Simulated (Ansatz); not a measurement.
# ClF2H3OSi: reaction (exchange4), part 2 of 3

How high is the barrier for the reaction (exchange4)? Relax the two ends, then run a nudged elastic band between them. Meant to form: Si1–O7, H6–Cl2; to break: Si1–Cl2, H6–O7. The start is a guess near the saddle point, from which both ends are pulled out.

Ansatz 0.2.0; UKS B3LYP-D4/cc-pVDZ. Earlier steps stand in the parts before.

### Step 5. The log goes on: pulled along the bonds that form and break, towards end B

The log, continued:

```text
reference -27935.33251524 eV, -1026.6045346867 hartree; 30, 30 occupied and 63, 63 virtual orbitals, 995 factors
relax step  11: F+E_penalty+E_count = -27935.59023146 eV  Δ(F+E_penalty+E_count) = -3.001e-2 eV  max|allowed force component| = 1.048e0 eV/Å  E_restraint = 0.04592588 eV  max|allowed force component, restraints' pulls added| = 7.690e-1 eV/Å  Δτ_max = 0.1952 Å  (30 SCF iters, accepted)
  distance Si 0 - O 6 = 1.7219 Å
  distance H 5 - Cl 1 = 1.3300 Å
  distance Si 0 - Cl 1 = 3.4572 Å
  distance H 5 - O 6 = 2.2725 Å
these checks for a lower state are left out or cut short: starts, cluster_reference, orbital_swaps, neighbouring_geometries, increment
995 factors; integrals over basis functions are off by at most 3.2e-4 eV
mean field -27935.38782851 eV, -1026.6065674119 hartree, gradient 2.4e-5 eV, S^2 0.000000; 0 other end points of the search recorded, 0 dependent functions left out
the calculation of the forces begins
reference -27935.38805468 eV, -1026.6065757234 hartree; 30, 30 occupied and 63, 63 virtual orbitals, 995 factors
relax step  12: F+E_penalty+E_count = -27935.64500257 eV  Δ(F+E_penalty+E_count) = -5.477e-2 eV  max|allowed force component| = 1.118e0 eV/Å  E_restraint = 0.03934212 eV  max|allowed force component, restraints' pulls added| = 4.119e-1 eV/Å  Δτ_max = 0.1939 Å  (30 SCF iters, accepted)
  distance Si 0 - O 6 = 1.7229 Å
  distance H 5 - Cl 1 = 1.3191 Å
  distance Si 0 - Cl 1 = 3.4464 Å
  distance H 5 - O 6 = 2.2740 Å
these checks for a lower state are left out or cut short: starts, cluster_reference, orbital_swaps, neighbouring_geometries, increment
995 factors; integrals over basis functions are off by at most 3.3e-4 eV
mean field evaluation 96: about -27935.4399 eV, gradient 2.4e-5 eV
mean field -27935.43993110 eV, -1026.6084821468 hartree, gradient 2.4e-5 eV, S^2 0.000000; 0 other end points of the search recorded, 0 dependent functions left out
the calculation of the forces begins
reference -27935.44015635 eV, -1026.6084904245 hartree; 30, 30 occupied and 63, 63 virtual orbitals, 995 factors
relax step  13: F+E_penalty+E_count = -27935.69614209 eV  Δ(F+E_penalty+E_count) = -5.114e-2 eV  max|allowed force component| = 1.030e0 eV/Å  E_restraint = 0.03670729 eV  max|allowed force component, restraints' pulls added| = 2.099e-1 eV/Å  Δτ_max = 0.1998 Å  (29 SCF iters, accepted)
  distance Si 0 - O 6 = 1.7231 Å
  distance H 5 - Cl 1 = 1.3175 Å
  distance Si 0 - Cl 1 = 3.4392 Å
  distance H 5 - O 6 = 2.2680 Å
these checks for a lower state are left out or cut short: starts, cluster_reference, orbital_swaps, neighbouring_geometries, increment
995 factors; integrals over basis functions are off by at most 3.3e-4 eV
mean field -27935.46794063 eV, -1026.6095114779 hartree, gradient 9.6e-6 eV, S^2 0.000000; 0 other end points of the search recorded, 0 dependent functions left out
the calculation of the forces begins
reference -27935.46816757 eV, -1026.6095198178 hartree; 30, 30 occupied and 63, 63 virtual orbitals, 995 factors
relax step  14: F+E_penalty+E_count = -27935.72296950 eV  Δ(F+E_penalty+E_count) = -2.683e-2 eV  max|allowed force component| = 9.488e-1 eV/Å  E_restraint = 0.03737060 eV  max|allowed force component, restraints' pulls added| = 1.135e-1 eV/Å  Δτ_max = 0.1998 Å  (29 SCF iters, accepted)
  distance Si 0 - O 6 = 1.7223 Å
  distance H 5 - Cl 1 = 1.3178 Å
  distance Si 0 - Cl 1 = 3.4358 Å
  distance H 5 - O 6 = 2.2644 Å
these checks for a lower state are left out or cut short: starts, cluster_reference, orbital_swaps, neighbouring_geometries, increment
994 factors; integrals over basis functions are off by at most 8.2e-4 eV
mean field -27935.43003057 eV, -1026.6081183088 hartree, gradient 1.8e-5 eV, S^2 0.000000; 0 other end points of the search recorded, 0 dependent functions left out
the calculation of the forces begins
reference -27935.43025824 eV, -1026.6081266758 hartree; 30, 30 occupied and 63, 63 virtual orbitals, 994 factors
relax step  15: F+E_penalty+E_count = -27935.68366823 eV  Δ(F+E_penalty+E_count) = +3.930e-2 eV  max|allowed force component| = 1.337e0 eV/Å  E_restraint = 0.04894504 eV  max|allowed force component, restraints' pulls added| = 2.289e0 eV/Å  Δτ_max = 0.1945 Å  (28 SCF iters, rejected (line search))
  distance Si 0 - O 6 = 1.7220 Å
  distance H 5 - Cl 1 = 1.3588 Å
  distance Si 0 - Cl 1 = 3.4408 Å
  distance H 5 - O 6 = 2.2658 Å
these checks for a lower state are left out or cut short: starts, cluster_reference, orbital_swaps, neighbouring_geometries, increment
996 factors; integrals over basis functions are off by at most 3.3e-4 eV
mean field -27935.46667702 eV, -1026.6094650410 hartree, gradient 7.9e-6 eV, S^2 0.000000; 0 other end points of the search recorded, 0 dependent functions left out
the calculation of the forces begins
reference -27935.46690456 eV, -1026.6094734029 hartree; 30, 30 occupied and 63, 63 virtual orbitals, 996 factors
relax step  16: F+E_penalty+E_count = -27935.72119895 eV  Δ(F+E_penalty+E_count) = +1.771e-3 eV  max|allowed force component| = 9.447e-1 eV/Å  E_restraint = 0.03525189 eV  max|allowed force component, restraints' pulls added| = 5.990e-1 eV/Å  Δτ_max = 0.0949 Å  (30 SCF iters, accepted)
  distance Si 0 - O 6 = 1.7222 Å
  distance H 5 - Cl 1 = 1.3272 Å
  distance Si 0 - Cl 1 = 3.4356 Å
  distance H 5 - O 6 = 2.2649 Å
these checks for a lower state are left out or cut short: starts, cluster_reference, orbital_swaps, neighbouring_geometries, increment
996 factors; integrals over basis functions are off by at most 3.3e-4 eV
mean field -27935.47170683 eV, -1026.6096498833 hartree, gradient 7.3e-5 eV, S^2 0.000000; 0 other end points of the search recorded, 0 dependent functions left out
the calculation of the forces begins
reference -27935.47193423 eV, -1026.6096582401 hartree; 30, 30 occupied and 63, 63 virtual orbitals, 996 factors
relax step  17: F+E_penalty+E_count = -27935.72637706 eV  Δ(F+E_penalty+E_count) = -5.178e-3 eV  max|allowed force component| = 9.200e-1 eV/Å  E_restraint = 0.03592791 eV  max|allowed force component, restraints' pulls added| = 1.110e-1 eV/Å  Δτ_max = 0.0245 Å  (27 SCF iters, accepted)
  distance Si 0 - O 6 = 1.7238 Å
  distance H 5 - Cl 1 = 1.3154 Å
  distance Si 0 - Cl 1 = 3.4349 Å
  distance H 5 - O 6 = 2.2650 Å
996 factors; integrals over basis functions are off by at most 3.3e-4 eV
mean field evaluation 128: about -27935.3420 eV, gradient 5.1e0 eV
mean field -27935.47170683 eV, -1026.6096498833 hartree, gradient 7.3e-5 eV, S^2 0.000000; 1 other end points of the search recorded, 0 dependent functions left out
the calculation of the forces begins
reference -27935.47193423 eV, -1026.6096582401 hartree; 30, 30 occupied and 63, 63 virtual orbitals, 996 factors
Total energy: -27935.72660446 eV, -1026.6190171982 hartree
Atom 0 at    -0.820998    -0.376495    -0.031748 Å, force     0.693900     0.899689     0.838556 eV/Å
Atom 1 at     2.141192     0.393257    -1.591033 Å, force     0.034124     0.224183     0.320516 eV/Å
Atom 2 at    -0.060784    -1.818299     0.000136 Å, force    -0.014115    -0.024708    -0.013842 eV/Å
Atom 3 at    -2.258651    -0.632823     0.699159 Å, force    -0.058101    -0.003249     0.018253 eV/Å
Atom 4 at    -1.008930     0.123925    -1.396796 Å, force    -0.003575     0.013834     0.004125 eV/Å
Atom 5 at     1.884345     0.958128    -0.431187 Å, force    -0.031810    -0.200413    -0.293362 eV/Å
Atom 6 at     0.061468     0.773985     0.900545 Å, force    -0.624300    -0.920043    -0.853221 eV/Å
Atom 7 at     0.062359     0.578221     1.850925 Å, force     0.003878     0.010706    -0.021024 eV/Å
Dipole moment:    -0.034031     0.245101     0.293308 e Å
```

It took 56 s on 2 threads of Arm Neoverse V2, shared host; peak memory 0.28 GiB.

The steps of the relaxation:

| step | energy from step 1 (eV) | largest force component (eV/Å) |
| --- | --- | --- |
| 1 | 0.0000 | 2.6624 |
| 2 | 0.7326 | 2.6186 |
| 3 | 0.6738 | 2.7370 |
| 4 | 0.1977 | 2.1987 |
| 5 | -0.2545 | 1.6974 |
| 6 | -0.7064 | 1.1909 |
| 7 | -1.0177 | 1.1553 |
| 8 | -1.1564 | 1.1793 |
| 9 | -1.1841 | 1.0770 |
| 10 | -1.2195 | 1.0156 |
| 11 | -1.2495 | 1.0484 |
| 12 | -1.3043 | 1.1177 |
| 13 | -1.3554 | 1.0295 |
| 14 | -1.3822 | 0.9488 |
| 15x | -1.3429 | 1.3375 |
| 16 | -1.3805 | 0.9447 |
| 17 | -1.3856 | 0.9200 |

Step 1 is the start. 1 step was tried and not accepted (marked x). Energies and forces in the table leave out the springs, which the log lists apart; the run stops on the force with the springs' pull added.

After: Bond lengths: Si1–F3 1.630 Å, Si1–F4 1.633 Å, Si1–H5 1.466 Å, Cl2–H6 1.315 Å, Si1–O7 1.724 Å, O7–H8 0.970 Å. Angles: F3–Si1–F4 105.2°, F3–Si1–H5 112.3°, F3–Si1–O7 109.9°, F4–Si1–H5 110.9°, F4–Si1–O7 108.3°, H5–Si1–O7 110.0°, Si1–O7–H8 113.3°.

Pairs that crossed the distance rule for bonds on the way: came closer Cl2–H6; moved apart Si1–Cl2.

### Step 6. End point B

It starts where the restrained run ended.

input.yaml reads:

```yaml
crystal:
  periodic: [false, false, false]
  atoms:
    - { symbol: Si, position_ang: [-0.820998, -0.376495, -0.031748] }
    - { symbol: Cl, position_ang: [2.141192, 0.393257, -1.591033] }
    - { symbol: F, position_ang: [-0.060784, -1.818299, 0.000136] }
    - { symbol: F, position_ang: [-2.258651, -0.632823, 0.699159] }
    - { symbol: H, position_ang: [-1.00893, 0.123925, -1.396796] }
    - { symbol: H, position_ang: [1.884345, 0.958128, -0.431187] }
    - { symbol: O, position_ang: [0.061468, 0.773985, 0.900545] }
    - { symbol: H, position_ang: [0.062359, 0.578221, 1.850925] }
magnetization:
  spin_polarized: true
basis:
  gaussian: { orbitals: cc-pVDZ }
hamiltonian:
  xc: b3lyp
  dispersion: d4
relax:
  f_tol: 0.03
  max_steps: 50
```

Started as:

```bash
ansatz run input.yaml --threads 2 --pin off --max-ram 3072MiB --backend cpu --events-out ev --progress --plain --runs-dir out
```

What it wrote, cut to the lines that bear on the results:

```text
Warning: RAYON_NUM_THREADS=2 ignored (pool sized by the plan → 2); use --threads N
[...]
[... 1 set-up line as earlier in the session ...]
[...]
983 factors; integrals over basis functions are off by at most 3.6e-4 eV
[...]
mean field -27935.47172679 eV, -1026.6096506169 hartree, gradient 1.5e-5 eV, S^2 0.000000; 0 other end points of the search recorded, 0 dependent functions left out
[...]
relax step  13: F+E_penalty+E_count = -27935.86100794 eV  Δ(F+E_penalty+E_count) = -7.402e-4 eV  max|allowed force component| = 1.209e-1 eV/Å  Δτ_max = 0.0975 Å  (25 SCF iters, accepted)
[...]
983 factors; integrals over basis functions are off by at most 3.8e-4 eV
[...]
mean field -27935.63922617 eV, -1026.6158061055 hartree, gradient 7.6e-5 eV, S^2 0.000000; 0 other end points of the search recorded, 0 dependent functions left out
[...]
```

### Step 7. The output, continued: end point B relaxed

The log, continued, cut to the lines that bear on the results:

```text
reference -27935.63945879 eV, -1026.6158146542 hartree; 30, 30 occupied and 63, 63 virtual orbitals, 983 factors
relax step  14: F+E_penalty+E_count = -27935.86208020 eV  Δ(F+E_penalty+E_count) = -1.072e-3 eV  max|allowed force component| = 1.346e-1 eV/Å  Δτ_max = 0.0736 Å  (26 SCF iters, accepted)
[...]
Atom 4 at    -0.953532    -0.415640    -1.453996 Å, force     0.000130    -0.001284     0.002437 eV/Å
Atom 5 at     1.674467     1.040413    -0.486929 Å, force     0.000634    -0.001577    -0.002779 eV/Å
Atom 6 at     0.368567     0.273808     0.606826 Å, force    -0.023249    -0.016129     0.004642 eV/Å
Atom 7 at     0.508117     0.270727     1.566091 Å, force     0.007834     0.004784    -0.003557 eV/Å
Dipole moment:    -0.199005    -0.102217     0.338780 e Å
```

Wall time 65 s (2 threads of Arm Neoverse V2, shared host); peak memory 0.28 GiB.

Step by step:

| step | energy from step 1 (eV) | largest force component (eV/Å) |
| --- | --- | --- |
| 1 | 0.0000 | 0.9199 |
| 2 | -0.0351 | 1.0874 |
| 3 | -0.0733 | 0.4368 |
| 4x | -0.0479 | 1.4759 |
| 5 | -0.1065 | 0.1360 |
| 6 | -0.1152 | 0.0956 |
| 7 | -0.1222 | 0.1536 |
| 8 | -0.1250 | 0.2537 |
| 9 | -0.1316 | 0.1493 |
| 10x | -0.1281 | 0.4455 |
| 11x | -0.1219 | 0.5820 |
| 12 | -0.1339 | 0.0907 |
| 13 | -0.1346 | 0.1209 |
| 14 | -0.1357 | 0.1346 |
| 15 | -0.1366 | 0.0734 |
| 16 | -0.1373 | 0.0162 |
| 17 | -0.1377 | 0.0240 |
| 18x | -0.1375 | 0.1210 |
| 19 | -0.1380 | 0.0281 |
| 20 | -0.1380 | 0.0698 |
| 21 | -0.1382 | 0.0316 |
| 22 | -0.1383 | 0.0232 |

Step 1 is the start. 4 steps were tried and not accepted (marked x).

After: Bond lengths: Si1–F3 1.631 Å, Si1–F4 1.631 Å, Si1–H5 1.469 Å, Cl2–H6 1.311 Å, Si1–O7 1.669 Å, O7–H8 0.969 Å. Angles: F3–Si1–F4 105.8°, F3–Si1–H5 111.6°, F3–Si1–O7 109.9°, F4–Si1–H5 111.6°, F4–Si1–O7 109.8°, H5–Si1–O7 108.1°, Si1–O7–H8 117.8°.

### Step 8. The band

crystal.atoms is end A as relaxed above, and neb.final_atoms is end B, turned to lie on A. With 5 inner images the band has 7 in all. The start path is listed, through a guess of the saddle.

input.yaml reads:

```yaml
crystal:
  periodic: [false, false, false]
  atoms:
    - { symbol: Si, position_ang: [-0.359323, -0.755144, -0.530472] }
    - { symbol: Cl, position_ang: [1.692434, -0.743269, -0.862725] }
    - { symbol: F, position_ang: [-0.845036, -2.182303, -1.174722] }
    - { symbol: F, position_ang: [-0.682303, -0.956674, 1.06643] }
    - { symbol: H, position_ang: [-1.141135, 0.281391, -1.214151] }
    - { symbol: H, position_ang: [1.13307, 1.646997, 0.570013] }
    - { symbol: O, position_ang: [0.175154, 1.50013, 0.615659] }
    - { symbol: H, position_ang: [0.027138, 1.208771, 1.529968] }
magnetization:
  spin_polarized: true
basis:
  gaussian: { orbitals: cc-pVDZ }
hamiltonian:
  xc: b3lyp
  dispersion: d4
neb:
  order_check: false
  images: 5
  f_tol: 0.05
  max_iterations: 60
  final_atoms:
    - { symbol: Si, position_ang: [-0.94019123, -0.55648209, -0.13178627] }
    - { symbol: Cl, position_ang: [2.5834316, 1.70265516, -0.97556779] }
    - { symbol: F, position_ang: [-0.86433089, -2.17345097, 0.07101735] }
    - { symbol: F, position_ang: [-2.35253501, -0.09087441, 0.5391896] }
    - { symbol: H, position_ang: [-0.86862148, -0.18654716, -1.55137887] }
    - { symbol: H, position_ang: [1.69103556, 1.10090027, -0.22762565] }
    - { symbol: O, position_ang: [0.33242896, 0.17704104, 0.6612108] }
    - { symbol: H, position_ang: [0.41878149, 0.02665715, 1.61494083] }
  initial_path:
    images:
      - { positions_ang: [[-0.359323, -0.755144, -0.530472], [1.692434, -0.743269, -0.862725], [-0.845036, -2.182303, -1.174722], [-0.682303, -0.956674, 1.06643], [-1.141135, 0.281391, -1.214151], [1.13307, 1.646997, 0.570013], [0.175154, 1.50013, 0.615659], [0.027138, 1.208771, 1.529968]] }
      - { positions_ang: [[-0.4168659, -0.66882877, -0.47023778], [1.77014684, -0.61612153, -0.81188429], [-0.74171101, -2.09984168, -1.13752133], [-0.76528053, -0.9759529, 1.07862751], [-1.20947489, 0.28838407, -1.21246368], [1.17684754, 1.43374264, 0.43434063], [0.14443423, 1.41973121, 0.59502235], [0.04190271, 1.21878597, 1.52411658]] }
      - { positions_ang: [[-0.4744088, -0.58251355, -0.41000356], [1.84785968, -0.48897406, -0.76104357], [-0.63838602, -2.01738037, -1.10032066], [-0.84825805, -0.9952318, 1.09082502], [-1.27781478, 0.29537713, -1.21077636], [1.22062508, 1.22048828, 0.29866826], [0.11371447, 1.33933242, 0.5743857], [0.05666742, 1.22880094, 1.51826515]] }
      - { positions_ang: [[-0.53195169, -0.49619832, -0.34976934], [1.92557251, -0.36182659, -0.71020286], [-0.53506103, -1.93491905, -1.06311998], [-0.93123558, -1.0145107, 1.10302253], [-1.34615467, 0.3023702, -1.20908904], [1.26440262, 1.00723392, 0.1629959], [0.0829947, 1.25893363, 0.55374905], [0.07143213, 1.2388159, 1.51241373]] }
      - { positions_ang: [[-0.66803154, -0.51629291, -0.27710832], [2.14485887, 0.326334, -0.79865783], [-0.64481765, -2.01442969, -0.68507421], [-1.40500206, -0.70663193, 0.91507822], [-1.18697694, 0.13939775, -1.32318565], [1.4066136, 1.03845604, 0.03278871], [0.16613946, 0.89830277, 0.58956964], [0.18721525, 0.83476299, 1.54658943]] }
      - { positions_ang: [[-0.80411139, -0.5363875, -0.20444729], [2.36414524, 1.01449458, -0.88711281], [-0.75457427, -2.09394033, -0.30702843], [-1.87876853, -0.39875317, 0.72713391], [-1.02779921, -0.0235747, -1.43728226], [1.54882458, 1.06967816, -0.09741847], [0.24928421, 0.5376719, 0.62539022], [0.30299837, 0.43071007, 1.58076513]] }
      - { positions_ang: [[-0.94019123, -0.55648209, -0.13178627], [2.5834316, 1.70265516, -0.97556779], [-0.86433089, -2.17345097, 0.07101735], [-2.35253501, -0.09087441, 0.5391896], [-0.86862148, -0.18654716, -1.55137887], [1.69103556, 1.10090027, -0.22762565], [0.33242896, 0.17704104, 0.6612108], [0.41878149, 0.02665715, 1.61494083]] }
```

Started as:

```bash
ansatz run input.yaml --threads 2 --pin off --max-ram 3072MiB --backend cpu --events-out ev --progress --plain --runs-dir out
```

What it wrote, cut to the lines that bear on the results:

```text
Warning: RAYON_NUM_THREADS=2 ignored (pool sized by the plan → 2); use --threads N
[...]
[... 1 set-up line as earlier in the session ...]
[...]
991 factors; integrals over basis functions are off by at most 4.3e-4 eV
[...]
mean field -27935.53607812 eV, -1026.6120154844 hartree, gradient 1.8e-5 eV, S^2 0.000000; 0 other end points of the search recorded, 0 dependent functions left out
[...]
Atom 4 at    -1.193065     0.117315    -1.518083 Å, force     0.000028     0.002695    -0.003740 eV/Å
Atom 5 at     1.264370     0.805326     0.121956 Å, force     0.025296    -0.000816    -0.002088 eV/Å
Atom 6 at     0.334436     0.806324     0.746679 Å, force    -0.038315     0.021714     0.015086 eV/Å
Atom 7 at     0.326511     0.688205     1.714158 Å, force     0.026447    -0.011069    -0.004059 eV/Å
Dipole moment:    -0.137241     0.363918     0.596267 e Å
this run last wrote the band of iteration 18 to <dir>
```

It took 4.6 min on 2 threads of Arm Neoverse V2, shared host; peak memory 0.29 GiB.

### Step 9. The band, image by image

The 5 inner images lie between the fixed ends 0 and 6. Energy is taken from image 0, and the path length is the program's own coordinate along the band.

| image | path (Å) | energy (eV) | Si1–O7 (Å) | H6–Cl2 (Å) | Si1–Cl2 (Å) | H6–O7 (Å) | band force (eV/Å) |
| --- | --- | --- | --- | --- | --- | --- | --- |
| 0 | 0.000 | 0.0000 | 2.59 | 2.84 | 2.08 | 0.97 | - |
| 1 | 1.351 | 0.4723 | 2.10 | 2.26 | 2.18 | 0.98 | 0.005 |
| 2* | 2.701 | 0.7865 | 1.80 | 1.67 | 2.58 | 1.12 | 0.039 |
| 3 | 3.435 | 0.1265 | 1.69 | 1.33 | 3.15 | 1.67 | 0.016 |
| 4 | 4.169 | -0.0299 | 1.67 | 1.31 | 3.79 | 1.89 | 0.003 |
| 5 | 4.902 | -0.0467 | 1.67 | 1.31 | 4.12 | 1.87 | 0.003 |
| 6 | 5.636 | -0.0508 | 1.67 | 1.31 | 4.27 | 1.87 | - |

The star marks the climbing image.

image, energy (eV) and a bar:
```
        0      0.000 ##
        1      0.472 ###################
        2      0.787 ##############################
        3      0.127 ######
        4     -0.030 #
        5     -0.047 
        6     -0.051
```

The top of the band by iteration:

| iteration | highest image above image 0 (eV) | largest band force (eV/Å) |
| --- | --- | --- |
| 1 | 3.4877 | 11.652 |
| 3 | 1.3143 | 1.927 |
| 5 | 0.9210 | 2.029 |
| 7 | 0.7629 | 0.717 |
| 9 | 0.7146 | 0.339 |
| 11 | 0.7742 | 0.403 |
| 13 | 0.8058 | 0.402 |
| 15 | 0.7887 | 0.129 |
| 17 | 0.7869 | 0.055 |
| 18 | 0.7865 | 0.039 |

The band as a trajectory file:

```xyz
8
image=0 dE=0.0000
Si   -0.359   -0.755   -0.530
Cl    1.692   -0.743   -0.863
F    -0.845   -2.182   -1.175
F    -0.682   -0.957    1.066
H    -1.141    0.281   -1.214
H     1.133    1.647    0.570
O     0.175    1.500    0.616
H     0.027    1.209    1.530
8
image=1 dE=0.4723
Si   -0.392   -0.504   -0.434
Cl    1.637   -0.260   -1.201
F    -0.372   -2.130   -0.688
F    -1.265   -0.621    0.987
H    -1.230    0.212   -1.407
H     1.220    1.201    0.473
O     0.262    1.157    0.663
H     0.140    0.945    1.607
8
image=2 dE=0.7865
Si   -0.573   -0.364   -0.282
Cl    1.660    0.269   -1.414
F     0.008   -1.880   -0.158
F    -1.827   -0.443    0.789
H    -1.193    0.117   -1.518
H     1.264    0.805    0.122
O     0.334    0.806    0.747
H     0.327    0.688    1.714
8
image=3 dE=0.1265
Si   -0.743   -0.352   -0.095
Cl    1.997    0.440   -1.438
F    -0.045   -1.821   -0.177
F    -2.076   -0.552    0.822
H    -1.103    0.173   -1.419
H     1.532    0.773   -0.233
O     0.212    0.727    0.788
H     0.226    0.612    1.751
8
image=4 dE=-0.0299
Si   -0.887   -0.406   -0.074
Cl    2.481    0.799   -1.320
F    -0.292   -1.924   -0.119
F    -2.309   -0.509    0.721
H    -1.057    0.143   -1.425
H     1.671    0.880   -0.292
O     0.146    0.594    0.780
H     0.247    0.423    1.729
8
image=5 dE=-0.0467
Si   -0.939   -0.485   -0.107
Cl    2.634    1.294   -1.116
F    -0.571   -2.073   -0.066
F    -2.381   -0.343    0.642
H    -0.992    0.020   -1.485
H     1.689    1.007   -0.255
O     0.214    0.392    0.724
H     0.345    0.188    1.663
8
image=6 dE=-0.0508
Si   -0.940   -0.556   -0.132
Cl    2.583    1.703   -0.976
F    -0.864   -2.173    0.071
F    -2.353   -0.091    0.539
H    -0.869   -0.187   -1.551
H     1.691    1.101   -0.228
O     0.332    0.177    0.661
H     0.419    0.027    1.615
```

(Continued in part 3 of 3.)
